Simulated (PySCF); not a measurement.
# [La(H2O)2]3+: from a template to the relaxed complex

Task: relax [La(H2O)2]3+, compute its harmonic modes and analyse its electrons. The species was built from a template and needn't be a known compound.

Computed with PySCF 2.14.0. Level: PBE0, La def2-SVP with ECP46, O def2-SVP, H def2-SVP; scalar-relativistic core potentials, no spin–orbit coupling.

1 further run of the same task is left out (for a known fault of the program).

## Step 1: Starting geometry

7 atoms, charge 3, spin multiplicity 1.

Bond lengths: La1–O2 2.560 Å, La1–O5 2.560 Å, O2–H3 0.970 Å, O2–H4 0.970 Å, O5–H6 0.970 Å, O5–H7 0.970 Å. Angles: O2–La1–O5 180.0°, La1–O2–H3 127.5°, La1–O2–H4 127.5°, H3–O2–H4 105.1°, La1–O5–H6 127.5°, La1–O5–H7 127.5°, H6–O5–H7 105.1°.

Coordinates:

```xyz
7
H4LaO2
La    0.00000    0.00000    0.00000
O     0.00000    0.00000    2.56000
H     0.54450    0.54450    3.15000
H    -0.54450   -0.54450    3.15000
O     0.00000    0.00000   -2.56000
H     0.54450   -0.54450   -3.15000
H    -0.54450    0.54450   -3.15000
```

Formal oxidation states: La +3.

## Step 2: SCF at the start, singlet

File run.py (the lines that set the calculation):

```python
mol = gto.M(atom='''
La     0.00000     0.00000     0.00000
O      0.00000     0.00000     2.56000
H      0.54450     0.54450     3.15000
H     -0.54450    -0.54450     3.15000
O      0.00000     0.00000    -2.56000
H      0.54450    -0.54450    -3.15000
H     -0.54450     0.54450    -3.15000''',
    basis={'La': 'def2-SVP', 'O': 'def2-SVP', 'H': 'def2-SVP'},
    ecp={'La': 'def2-SVP'},
    charge=3, spin=0)
mf = dft.RKS(mol, xc='PBE0')
mf.grids.atom_grid = (50, 194)  # f atoms: unpruned, at least (60, 302)
mf = mf.density_fit()  # fitting sets: La def2-universal-JKFIT, O def2-universal-JKFIT, H def2-universal-JKFIT
mf.conv_tol = 1e-08; mf.max_cycle = 55
mf.kernel(dm0)  # dm0: free metal ions and neutral atoms
```

Command:

```
> OMP_NUM_THREADS=2 python run.py
```

Standard output:

```text
init E= -173.673156793192
  HOMO = -1.47166841468231  LUMO = -0.67464653760748  gap/eV = 21.68807
cycle= 1 E= -181.084689003733  delta_E= -7.41  |g|= 3.17  |ddm|= 2.71
cycle= 2 E= -169.461184109353  delta_E= 11.6  |g|= 5.17  |ddm|=  5.6
  HOMO = -1.07588506641588  LUMO = -0.558766327020912  gap/eV = 14.07152
cycle= 3 E= -182.718200339058  delta_E= -13.3  |g|= 1.01  |ddm|= 5.25
  HOMO = -0.9446061084478  LUMO = -0.691924367103395  gap/eV = 6.87582
cycle= 4 E= -182.974824512482  delta_E= -0.257  |g|= 0.321  |ddm|= 1.39
  HOMO = -0.899914797270137  LUMO = -0.684300415851604  gap/eV = 5.86717
cycle= 5 E= -182.995985601658  delta_E= -0.0212  |g|= 0.0579  |ddm|= 0.261
  HOMO = -0.900596384252253  LUMO = -0.683963636698547  gap/eV = 5.89488
cycle= 6 E= -182.996156349479  delta_E= -0.000171  |g|= 0.0511  |ddm|= 0.0684
  HOMO = -0.907920107252091  LUMO = -0.683976293382224  gap/eV = 6.09382
cycle= 7 E= -182.996641837869  delta_E= -0.000485  |g|= 0.00505  |ddm|= 0.0333
  HOMO = -0.908710931184373  LUMO = -0.683697214997584  gap/eV = 6.12294
cycle= 8 E= -182.996646655455  delta_E= -4.82e-06  |g|= 0.00135  |ddm|= 0.00298
  HOMO = -0.908848534089576  LUMO = -0.683504950660889  gap/eV = 6.13191
cycle= 9 E= -182.996647053037  delta_E= -3.98e-07  |g|= 0.000254  |ddm|= 0.00119
  HOMO = -0.908883885058797  LUMO = -0.683488110852608  gap/eV = 6.13333
cycle= 10 E= -182.996647066585  delta_E= -1.35e-08  |g|= 1.08e-05  |ddm|= 0.000193
  HOMO = -0.908885150209932  LUMO = -0.683486968332325  gap/eV = 6.13340
cycle= 11 E= -182.996647066611  delta_E= -2.58e-11  |g|= 1.18e-06  |ddm|= 1.06e-05
  HOMO = -0.908884888165605  LUMO = -0.683487185404822  gap/eV = 6.13338
Extra cycle  E= -182.996647066612  delta_E= -7.67e-13  |g|= 1.42e-06  |ddm|= 1.98e-06
converged SCF energy = -182.996647066612
```

It took 2.4 s on 2 threads of Arm Neoverse V2, shared host; peak memory 0.48 GiB.

Result: E = -182.996647 Eh, HOMO -24.73 eV, LUMO -18.60 eV, Mulliken charge on La1 +2.38 e. 

## Step 3: Relaxation, singlet

Steps are kept in the start's point group, D2d.

run.py (the lines that set the calculation): that of step 2 with these lines changed.

```diff
@@ -15,2 +15,3 @@
 mf.conv_tol = 1e-08; mf.max_cycle = 55
-mf.kernel(dm0)  # dm0: free metal ions and neutral atoms
+mf.kernel(dm0)  # dm0: an SCF of this state at this start
+# quasi-Newton relaxation in Cartesian coordinates to a largest gradient under 0.00045 Eh/bohr, steps kept in the point group
```

Command:

```
> OMP_NUM_THREADS=2 python run.py
```

The driver keeps no SCF log for this step, only its results.

Wall time 11 s (2 threads of Arm Neoverse V2, shared host).

The steps of the relaxation:

```
step  energy from step 1 (eV)  largest force component (eV/Å)
   1                   0.0000                          2.1052
   2                  -0.1186                          0.7128
   3                  -0.1898                          0.3497
   4                  -0.2010                          0.2801
   5                  -0.2038                          0.0160
   6                  -0.2038                          0.0017
```

Close pairs (by a distance rule), those that changed most:

```
  bond  before (Å)  after (Å)  change (Å)
La1–O2       2.560      2.412      -0.148
La1–O5       2.560      2.412      -0.148
 O2–H3       0.970      0.989      +0.019
 O2–H4       0.970      0.989      +0.019
 O5–H6       0.970      0.989      +0.019
 O5–H7       0.970      0.989      +0.019
```

It ends in D2d at E = -183.004137 Eh.

```xyz
7

La    0.0000    0.0000    0.0000
O     0.0000    0.0000    2.4122
H     0.5436    0.5436    3.0340
H    -0.5436   -0.5436    3.0340
O     0.0000    0.0000   -2.4122
H     0.5436   -0.5436   -3.0340
H    -0.5436    0.5436   -3.0340
```

## Step 4: Harmonic vibrations

File run.py (the lines that set the calculation):

```python
mol = gto.M(atom='''
La     0.00000     0.00000     0.00000
O      0.00000     0.00000     2.41221
H      0.54360     0.54360     3.03402
H     -0.54360    -0.54360     3.03402
O      0.00000     0.00000    -2.41221
H      0.54360    -0.54360    -3.03402
H     -0.54360     0.54360    -3.03402''',
    basis={'La': 'def2-SVP', 'O': 'def2-SVP', 'H': 'def2-SVP'},
    ecp={'La': 'def2-SVP'},
    charge=3, spin=0)
mf = dft.RKS(mol, xc='PBE0')
mf.grids.atom_grid = (50, 194)  # f atoms: unpruned, at least (60, 302)
mf = mf.density_fit()  # fitting sets: La def2-universal-JKFIT, O def2-universal-JKFIT, H def2-universal-JKFIT
mf.conv_tol = 1e-10; mf.max_cycle = 55
mf.kernel(dm0)  # dm0: the density of the relaxed state
# Hessian and dipole derivatives by central differences of gradients, 0.02 bohr
```

Command:

```
> OMP_NUM_THREADS=2 python run.py
```

The driver keeps no SCF log for this step, only its results.

It took 22 s on 2 threads of Arm Neoverse V2, shared host.

Point group D2d; negative numbers are unstable modes, and those under 60 cm⁻¹ are near the numerical noise:

```
cm⁻¹  km/mol  symmetry
 -66     3.8         e
 -66     3.8         e
 143     0.0        b1
 391     0.0        a1
 395    77.5        b2
 613    63.4         e
 613    63.4         e
 706   414.6         e
 706   414.6         e
1671   285.6        b2
1674     0.0        a1
3559  1287.9        b2
3572     0.0        a1
3593   429.9         e
3593   429.9         e
```

## Step 5: Displaced along the imaginary mode

No symmetry is imposed.

File run.py (the lines that set the calculation):

```python
mol = gto.M(atom='''
La     0.04945     0.00381     0.00000
O     -0.18397    -0.01432     2.41221
H      0.30003     0.53386     3.08237
H     -0.78717    -0.55334     2.98568
O     -0.18394    -0.01400    -2.41221
H      0.29864    -0.57145    -3.07546
H     -0.78856     0.51575    -2.99258''',
    basis={'La': 'def2-SVP', 'O': 'def2-SVP', 'H': 'def2-SVP'},
    ecp={'La': 'def2-SVP'},
    charge=3, spin=0)
mf = dft.RKS(mol, xc='PBE0')
mf.grids.atom_grid = (50, 194)  # f atoms: unpruned, at least (60, 302)
mf = mf.density_fit()  # fitting sets: La def2-universal-JKFIT, O def2-universal-JKFIT, H def2-universal-JKFIT
mf.conv_tol = 1e-08; mf.max_cycle = 55
mf.kernel(dm0)  # dm0: an SCF of this state at this start
# quasi-Newton relaxation in Cartesian coordinates to a largest gradient under 0.00045 Eh/bohr, steps kept in the point group
```

Command:

```
> OMP_NUM_THREADS=2 python run.py
```

No log is kept here; the results follow.

It took 98 s on 2 threads of Arm Neoverse V2, shared host.

Along the way: (not every step is listed)

```
step  energy from step 1 (eV)  largest force component (eV/Å)
   1                   0.0000                          0.1076
   2                  -0.0027                          0.0759
   3                  -0.0058                          0.1930
   4                  -0.0100                          0.1596
   5                  -0.0160                          0.1897
   6                  -0.0246                          0.2341
   7                  -0.0375                          0.2540
   8                  -0.0539                          0.4637
   9                  -0.0713                          0.7258
  12                  -0.1364                          0.3795
  15                  -0.1914                          0.4355
  18                  -0.2095                          0.2743
  21                  -0.2122                          0.0931
  24                  -0.2134                          0.0409
  27                  -0.2154                          0.0723
  30                  -0.2182                          0.0823
  33                  -0.2201                          0.0899
  36                  -0.2208                          0.0444
  39                  -0.2215                          0.0795
  42                  -0.2217                          0.0360
  43                  -0.2218                          0.0294
  44                  -0.2219                          0.0284
  45                  -0.2220                          0.0266
  46                  -0.2220                          0.0439
  47                  -0.2220                          0.0148
```

Close pairs (by a distance rule), those that changed most:

```
  bond  before (Å)  after (Å)  change (Å)
La1–O5       2.424      2.370      -0.054
La1–O2       2.424      2.371      -0.053
 O2–H4       0.992      0.989      -0.002
 O5–H7       0.991      0.990      -0.002
 O2–H3       0.992      0.990      -0.002
 O5–H6       0.992      0.990      -0.002
```

It ends in C1 at E = -183.012696 Eh.

```xyz
7
charge 3, multiplicity 1
La    1.0997    0.1497   -0.0065
O    -0.1830    0.0607    1.9856
H     0.1418    0.1379    2.9177
H    -1.1565   -0.0687    2.1051
O    -0.1848   -0.0889   -1.9836
H     0.1356   -0.3652   -2.8789
H    -1.1482    0.0749   -2.1394
```

## Step 6: The relaxed geometry turned into its symmetry frame

File run.py (the lines that set the calculation):

```python
mol = gto.M(atom='''
La     0.27176     0.03469    -0.00155
O     -1.01091    -0.05438     1.99058
H     -0.68612     0.02282     2.92269
H     -1.98443    -0.18371     2.11003
O     -1.01273    -0.20395    -1.97870
H     -0.69229    -0.48028    -2.87393
H     -1.97614    -0.04012    -2.13444''',
    basis={'La': 'def2-SVP', 'O': 'def2-SVP', 'H': 'def2-SVP'},
    ecp={'La': 'def2-SVP'},
    charge=3, spin=0)
mf = dft.RKS(mol, xc='PBE0')
mf.grids.atom_grid = (50, 194)  # f atoms: unpruned, at least (60, 302)
mf = mf.density_fit()  # fitting sets: La def2-universal-JKFIT, O def2-universal-JKFIT, H def2-universal-JKFIT
mf.conv_tol = 1e-08; mf.max_cycle = 55
mf.kernel(dm0)  # dm0: free metal ions and neutral atoms
```

Command:

```
> OMP_NUM_THREADS=2 python run.py
```

Standard output:

```text
init E= -173.640922773415
  HOMO = -1.48378817205513  LUMO = -0.705445701175372  gap/eV = 21.17978
cycle= 1 E= -181.021271468254  delta_E= -7.38  |g|= 3.22  |ddm|= 2.75
  HOMO = -0.678628635327288  LUMO = -0.652322972404338  gap/eV = 0.71581
cycle= 2 E= -170.276344706737  delta_E= 10.7  |g|= 5.56  |ddm|= 5.48
  HOMO = -1.06854496472405  LUMO = -0.576222263965861  gap/eV = 13.39678
cycle= 3 E= -182.8132082937  delta_E= -12.5  |g|= 0.781  |ddm|= 5.01
  HOMO = -0.962112216456297  LUMO = -0.69114482262763  gap/eV = 7.37340
cycle= 4 E= -183.003330419364  delta_E= -0.19  |g|= 0.215  |ddm|= 1.43
  HOMO = -0.946548949550203  LUMO = -0.665268973076593  gap/eV = 7.65402
cycle= 5 E= -183.012368399736  delta_E= -0.00904  |g|= 0.0336  |ddm|= 0.218
  HOMO = -0.945018640692217  LUMO = -0.661740374976848  gap/eV = 7.70839
cycle= 6 E= -183.012677997744  delta_E= -0.00031  |g|= 0.00807  |ddm|= 0.0449
  HOMO = -0.945633497860135  LUMO = -0.662732395718747  gap/eV = 7.69813
cycle= 7 E= -183.01269542563  delta_E= -1.74e-05  |g|= 0.0012  |ddm|= 0.00991
  HOMO = -0.945704784639426  LUMO = -0.662713375985362  gap/eV = 7.70059
cycle= 8 E= -183.012695696051  delta_E= -2.7e-07  |g|= 0.00035  |ddm|= 0.000961
  HOMO = -0.945725672534341  LUMO = -0.662680926872278  gap/eV = 7.70204
cycle= 9 E= -183.012695714873  delta_E= -1.88e-08  |g|= 0.000212  |ddm|= 0.000295
  HOMO = -0.94573111571212  LUMO = -0.662671603861594  gap/eV = 7.70244
cycle= 10 E= -183.012695723106  delta_E= -8.23e-09  |g|= 5.89e-05  |ddm|= 0.000129
  HOMO = -0.94575027570539  LUMO = -0.662665935636668  gap/eV = 7.70312
Extra cycle  E= -183.012695722254  delta_E= 8.52e-10  |g|= 9.11e-05  |ddm|= 0.000104
converged SCF energy = -183.012695722254
```

Run time: 1 s. Hardware: 2 threads of Arm Neoverse V2, shared host.

Read off: E = -183.012696 Eh, HOMO -25.74 eV, LUMO -18.03 eV, Mulliken charge on La1 +2.27 e. 

## Step 7: Harmonic vibrations

run.py (the lines that set the calculation): that of step 6 with these lines changed.

```diff
@@ -14,3 +14,4 @@
 mf = mf.density_fit()  # fitting sets: La def2-universal-JKFIT, O def2-universal-JKFIT, H def2-universal-JKFIT
-mf.conv_tol = 1e-08; mf.max_cycle = 55
-mf.kernel(dm0)  # dm0: free metal ions and neutral atoms
+mf.conv_tol = 1e-10; mf.max_cycle = 55
+mf.kernel(dm0)  # dm0: the density of the relaxed state
+# Hessian and dipole derivatives by central differences of gradients, 0.02 bohr
```

Command:

```
> OMP_NUM_THREADS=2 python run.py
```

The driver keeps no SCF log for this step, only its results.

Run time: 77 s. Hardware: 2 threads of Arm Neoverse V2, shared host.

Point group C1; negative numbers are unstable modes, and those under 60 cm⁻¹ are near the numerical noise:

```
cm⁻¹  km/mol
  33     0.9
  76     2.7
  92     0.3
 408     8.3
 417    39.3
 620    52.2
 643   108.7
 677    37.8
 692   763.0
1665   194.2
1668    71.3
3543  1079.5
3556   132.8
3578   243.0
3584   714.2
```

## Step 8: Charges, bond orders and levels

File run.py (the lines that set the calculation):

```python
mol = gto.M(atom='''
La     1.09966     0.14972    -0.00650
O     -0.18301     0.06065     1.98563
H      0.14178     0.13785     2.91773
H     -1.15652    -0.06867     2.10507
O     -0.18482    -0.08891    -1.98365
H      0.13561    -0.36524    -2.87889
H     -1.14824     0.07491    -2.13940''',
    basis={'La': 'def2-SVP', 'O': 'def2-SVP', 'H': 'def2-SVP'},
    ecp={'La': 'def2-SVP'},
    charge=3, spin=0)
mf = dft.RKS(mol, xc='PBE0')
mf.grids.atom_grid = (75, 302)  # f atoms: unpruned, at least (60, 302)
mf = mf.density_fit()  # fitting sets: La def2-universal-JKFIT, O def2-universal-JKFIT, H def2-universal-JKFIT
mf.conv_tol = 1e-09; mf.max_cycle = 55
mf.kernel(dm0)  # dm0: the density of the relaxed state
```

Command:

```
> OMP_NUM_THREADS=2 python run.py
```

Standard output:

```text
init E= -183.012700773346
  HOMO = -0.945738156914299  LUMO = -0.6626687477668  gap/eV = 7.70271
cycle= 1 E= -183.01270077362  delta_E= -2.75e-10  |g|= 1.27e-05  |ddm|= 6.65e-05
  HOMO = -0.945734431880424  LUMO = -0.662669534070317  gap/eV = 7.70259
Extra cycle  E= -183.012700773588  delta_E= 3.29e-11  |g|= 1.89e-05  |ddm|= 2.05e-05
converged SCF energy = -183.012700773588
```

It took 7.2 s on 2 threads of Arm Neoverse V2, shared host.

Result: E = -183.012701 Eh, HOMO -25.73 eV, LUMO -18.03 eV, Mulliken charge on La1 +2.27 e, largest force component 0.014 eV/Å. 

Löwdin charges:

```
atom  value (e)
 La1       2.05
  O2       0.05
  H3       0.21
  H4       0.21
  O5       0.05
  H6       0.21
  H7       0.21
```

Mulliken charges: La1 +2.27, O2 -0.31, H3 +0.34, H4 +0.33, O5 -0.31, H6 +0.34, H7 +0.33 e.

Contacts (the nearest donor of each ligand) and Mayer bond orders:

```
     contact  distance (Å)  bond order
La1–O2 (H2O)         2.371        0.63
La1–O5 (H2O)         2.370        0.63
```

Mulliken populations of La1 outside the core potential: s 2.07, p 6.07, d 0.51, f 0.08.

Orbitals, density, ELF and potential are computed afterwards from the orbital file.

Frontier orbitals at PBE0, with the share of their density that lies nearest to each atom:

```
orbital  energy (eV)                 lies on
 HOMO-1       -25.85  O2, O5 about 41 % each
   HOMO       -25.73  O2, O5 about 42 % each
   LUMO       -18.03                La1 88 %
```

ELF in a plane through or near 7 of the atoms.

Ten even steps from ' ' (0.00) to '@' (0.98):
```
                                                        
                                                        
                        ........                        
                      ::--====--::                      
                    ..**%%%%%%%%**..                    
                    ..##@@####@@##..                    
          ..::....    **%%....####..    ..::..          
        ..**##**====::==%%----%%==::====**%%##::        
        ==%%@@%%####**--##%%%%##--**####%%@@%%++        
        ==%%@@@@++==%%==::####----%%--==@@@@%%**        
        ..++**##==--%%==        ==##----####**::        
            ::**@@@@**::        ::**@@@@**::..          
            ::%%@@@@**..        ..**@@@@##..            
            --%%@@@@**          ..**@@@@%%--            
            ..++****::            --**##++              
                                                        
                                                        
                                                        
                                                        
                                                        
```
The map spans 11.0 Å across and 7.8 Å up, centred on the molecule. Atoms in the plane (x, y in Å): La1 (0.0, 1.3), O2 (2.0, 0.0), H3 (2.9, 0.3), H4 (2.1, -1.0), O5 (-2.0, 0.0), H6 (-2.9, 0.3), H7 (-2.1, -1.0).

log10 of the density (e/Å³) in the same plane.

Ten even steps from '0' (-4.0) to '9' (1.0):
```
0000000000000000000000000000
0000000000012222100000000000
0000000001234444321000000000
0000000012345665432100000000
0000000123467777643210000000
0000012334578888754332100000
0000134455678678765544310000
0001346677678778767766531000
0001357788778888778877531000
0001367899877777789987642000
0001357899875555789987531000
0000246788764434678876420000
0000135787654334568875310000
0000024566542112456654200000
0000013444421001244442100000
0000000122100000012210000000
0000000000000000000000000000
0000000000000000000000000000
0000000000000000000000000000
0000000000000000000000000000
```
The map spans 11.0 Å across and 7.8 Å up, centred on the molecule. Atoms in the plane (x, y in Å): La1 (0.0, 1.3), O2 (2.0, 0.0), H3 (2.9, 0.3), H4 (2.1, -1.0), O5 (-2.0, 0.0), H6 (-2.9, 0.3), H7 (-2.1, -1.0).

On the surface of density 0.002 e/bohr³ the electrostatic potential runs, from the 1st to the 99th percentile, from 12.91 to 21.87 V.

## Step 9: What came out

```
                                                              quantity                           value
                                                 state and point group                     singlet, C1
                                                 first geometry: modes    -66 to 3593 cm⁻¹, 2 unstable
first geometry: strongest infrared band (modes within 1.5 cm⁻¹ summed)         3559 cm⁻¹ (1288 km/mol)
                                                                 modes  33 to 3584 cm⁻¹, none unstable
                strongest infrared band (modes within 1.5 cm⁻¹ summed)         3543 cm⁻¹ (1080 km/mol)
                                                     zero-point energy                        1.318 eV
                                               ideal gas, 298 K, 1 bar  S = 350.4, Cp = 85.6 J/(mol K)
                                                 metal–ligand contacts                          2.37 Å
                                                       frontier levels  HOMO -25.73 eV, LUMO -18.03 eV
                                       dipole about the centre of mass                          2.33 D
                                                   mean polarisability                          3.9 Å³
```

What this shows: At the first geometry 2 modes are unstable, so this structure is a saddle point; the molecule was then pushed along the lowest one and relaxed again. All modes are real within the noise of the softest ones, so the structure is a minimum. The metal carries +2.05 e by Löwdin's partition against a formal +3, and bond orders to the nearest donors reach 0.63. Both measures hang on the basis. Leaving the first, D2d structure gained 0.23 eV and gave C1. One start shape was tried, so another isomer may lie lower. These are double-zeta-type bases without diffuse functions. Spin–orbit coupling is left out.
